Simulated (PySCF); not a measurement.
The system is NBF3H3, in a box.

```
CELL_PARAMETERS angstrom
12.00000 0.00000 0.00000
0.00000 12.00000 0.00000
0.00000 0.00000 13.00000
ATOMIC_POSITIONS crystal
N 0.44923 0.48292 0.56141
B 0.53534 0.49051 0.46035
F 0.61781 0.41558 0.48265
F 0.47010 0.46127 0.37836
F 0.56968 0.59923 0.45948
H 0.38436 0.53622 0.55189
H 0.49052 0.50350 0.62687
H 0.41902 0.40427 0.56861
```

Base run:

```yaml
Program: PySCF 2.14.0
Functional: r2SCAN0
Potentials_or_basis: cc-pvdz (all-electron)
k_mesh: 1 × 1 × 1
Occupations: fixed
Spin: no spin polarisation
```

Its results: gap between the frontier levels 11.36 eV.

**Question.** After a change of settings the same cell gave: gap between the frontier levels 7.11 eV. Which change was it?
A. functional from r2SCAN0 to TPSS; dispersion from none to D3
B. functional from r2SCAN0 to PBE
C. functional from r2SCAN0 to B97-D; dispersion from none to D3
D. functional from r2SCAN0 to TASK

**Answer.** B.

r2SCAN0 gives the wider gap, since exact exchange removes part of the self-interaction.

Caveats: this is a molecule in a periodic box at the Γ point, so its band gap is the HOMO-LUMO gap; the basis of atomic orbitals isn't converged, which shifts pressures, moduli and gaps.
